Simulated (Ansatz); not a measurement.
# SnO2: the cost of one run

Computed with Ansatz 0.2.0 (DFT r2SCAN, scalar-relativistic, plane waves, PAW, unless a step's input says otherwise).

1 further run of the same task is left out (set aside as unsound or not needed).

### Step 1. The structure to begin with

Symmetry: P4_2/mnm, No. 136, tetragonal system. Conventional cell: a = 4.760 Å, b = 4.760 Å, c = 3.201 Å, α = 90.00°, β = 90.00°, γ = 90.00°. Around Sn (site symmetry mmm) lie 6 O at 2.06 to 2.07 Å. Around O (site symmetry m2m) lie 3 Sn at 2.06 to 2.07 Å.

Coordinates:

```
Sn O
1.0
     4.76022    0.00000    0.00000
     0.00000    4.76022    0.00000
     0.00000    0.00000    3.20057
Sn O
2 4
Direct
  0.00000 0.00000 0.00000
  0.50000 0.50000 0.50000
  0.30589 0.30589 0.00000
  0.19411 0.80589 0.50000
  0.69411 0.69411 0.00000
  0.80589 0.19411 0.50000
```

This cell was relaxed beforehand with the same method: volume 12.09 Å³/atom, gap on the mesh 1.77 eV.

### Step 2. The undisturbed cell

input.yaml reads:

```yaml
crystal:
  lattice:
    - [4.7602164794, 0.0, 0.0]
    - [0.0, 4.7602164794, 0.0]
    - [0.0, 0.0, 3.2005650981]
  atoms:
    - { symbol: Sn, position: [0.0, 0.0, 0.0] }
    - { symbol: Sn, position: [0.5, 0.5, 0.5] }
    - { symbol: O, position: [0.3058934983, 0.3058934983, 0.0] }
    - { symbol: O, position: [0.1941065017, 0.8058934983, 0.5] }
    - { symbol: O, position: [0.6941065017, 0.6941065017, 0.0] }
    - { symbol: O, position: [0.8058934983, 0.1941065017, 0.5] }
basis:
  ecutwfc: 500
kpoints:
  mp_grid: { grid: [6, 6, 8] }
hamiltonian:
  xc: r2scan
scf:
  occupations: { method: gaussian, width: 0.05 }
output:
  forces: true
  stress: true
  eigenvalues: true
```

The run is started by

```sh
> ansatz run input.yaml --threads 1 --pin off --max-ram 2560MiB --backend cpu --events-out ev --progress --plain --runs-dir out
```

**Question.** How long does this run take on 1 thread of Intel Xeon Platinum 8559C (Emerald Rapids), shared host, and how much memory does it need?

About 5.8 s, with a peak of 0.59 GiB.
